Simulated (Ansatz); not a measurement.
A nudged elastic band was laid between two geometries of a periodic cell of 17 atoms, CuSi₁₆ (host Si, host structure diamond, interstitial Cu), cell charge +1.

These are results of DFT PBE, scalar-relativistic, plane waves, PAW (Ansatz 0.2.0), not measurements. Settings: PAW set soft_1, cutoff 420 eV, k mesh 2x2x2, gaussian smearing 0.02 eV, no spin polarisation.

- movable images: 3
- climbing image: yes
- spring: 0.1 eV/Å²
- optimiser: fire
- start path: default
- force threshold: 0.05 eV/Å
- iteration limit: 50
- end points: relaxed

Initial state:

```xyz
17
Lattice="0.0000 5.4300 5.4300 5.4300 0.0000 5.4300 5.4300 5.4300 0.0000" Properties=species:S:1:pos:R:3
Si 0.071 0.001 -0.006
Si 1.405 1.318 1.422
Si 2.724 2.665 0.009
Si 3.956 4.210 1.229
Si 2.775 -0.056 2.748
Si 4.084 1.400 4.027
Si 5.295 2.856 2.572
Si 6.745 4.074 4.032
Si 0.041 2.663 2.762
Si 1.403 4.000 4.112
Si 2.715 5.425 2.771
Si 4.133 6.740 4.122
Si 2.774 2.676 5.484
Si 4.117 4.015 6.841
Si 5.456 5.365 5.493
Si 6.742 6.828 6.787
Cu 6.654 6.958 9.346
```

Final state:

```xyz
17
Lattice="0.0000 5.4300 5.4300 5.4300 0.0000 5.4300 5.4300 5.4300 0.0000" Properties=species:S:1:pos:R:3
Si -0.052 -0.052 0.052
Si 1.299 1.298 1.390
Si 2.670 2.670 0.066
Si 4.026 4.026 1.404
Si 2.758 -0.002 2.674
Si 4.041 1.300 4.132
Si 5.366 2.672 2.763
Si 6.786 4.017 4.076
Si -0.001 2.758 2.674
Si 1.300 4.041 4.132
Si 2.672 5.365 2.763
Si 4.018 6.786 4.076
Si 2.759 2.759 5.435
Si 4.214 4.213 6.649
Si 5.560 5.560 5.308
Si 6.790 6.789 6.849
Cu 8.303 8.302 7.999
```

**Question.** What changes between the two ends?

**Answer.** Contacts lost: Si1–Cu17, Si3–Cu17, Si6–Cu17, Si7–Cu17, Si11–Cu17. Contacts made: Si5–Cu17, Si9–Cu17, Si13–Cu17, Si14–Cu17. The atom that moves furthest is Cu17, by 2.52 Å; four of its nearest neighbours are Si7 2.33, Si3 2.42, Si11 2.43, Si1 2.44 Å at the first end and Si14 2.33, Si12 2.43, Si8 2.43, Si16 2.43 Å at the last.

**Question.** What energy profile does the band end with?

**Answer.** The forces met the threshold. The highest image is number 2 of 0 to 4, 0.040 eV above the ends, which have the same energy within 2 meV. The order of the stationary point at the top wasn't checked. Limits of this set-up: a small cell, in which the defect meets its images, charged cell in a uniform background, uncorrected.

| image | path coordinate (Å) | energy (eV) | Si1–Cu17 (Å) | Si3–Cu17 (Å) | Si6–Cu17 (Å) |
| --- | --- | --- | --- | --- | --- |
| 0 | 0.00 | 0.000 | 2.44 | 2.42 | 2.58 |
| 1 | 0.78 | 0.005 | 2.84 | 2.33 | 3.17 |
| 2 | 1.35 | 0.040 | 3.41 | 2.39 | 3.61 |
| 3 | 2.24 | 0.012 | 4.41 | 2.57 | 4.31 |
| 4 | 3.07 | 0.000 | 4.59 | 2.94 | 4.32 |

**Question.** What is the geometry of the highest image?

**Answer.** 
```xyz
17
Lattice="0.0000 5.4300 5.4300 5.4300 0.0000 5.4300 5.4300 5.4300 0.0000" Properties=species:S:1:pos:R:3:forces:R:3
Si 0.135 0.128 -0.141 -0.02 -0.02 0.02
Si 1.400 1.408 1.372 -0.01 0.00 -0.02
Si 2.797 2.760 0.088 -0.01 0.00 -0.01
Si 4.189 4.256 1.222 0.00 -0.03 0.03
Si 2.665 0.013 2.766 0.00 0.02 0.00
Si 4.061 1.415 4.021 0.01 0.00 0.01
Si 5.338 2.774 2.621 0.03 -0.01 0.02
Si 6.729 4.127 4.124 -0.01 0.01 0.00
Si 0.000 2.649 2.766 0.02 0.01 -0.01
Si 1.399 4.040 4.029 0.00 0.01 0.01
Si 2.755 5.366 2.675 -0.01 0.00 0.00
Si 4.150 6.725 4.168 0.01 0.01 -0.01
Si 2.685 2.668 5.425 -0.01 -0.01 -0.01
Si 3.945 3.949 6.930 -0.02 -0.01 0.01
Si 5.312 5.259 5.570 -0.03 -0.01 0.00
Si 6.707 6.749 6.704 0.00 0.00 0.00
Cu 7.532 7.533 8.757 0.04 0.03 -0.03
```

Run time: 11 min on 1 thread of Arm Neoverse V1, with other jobs on the host, peak memory 0.76 GiB.
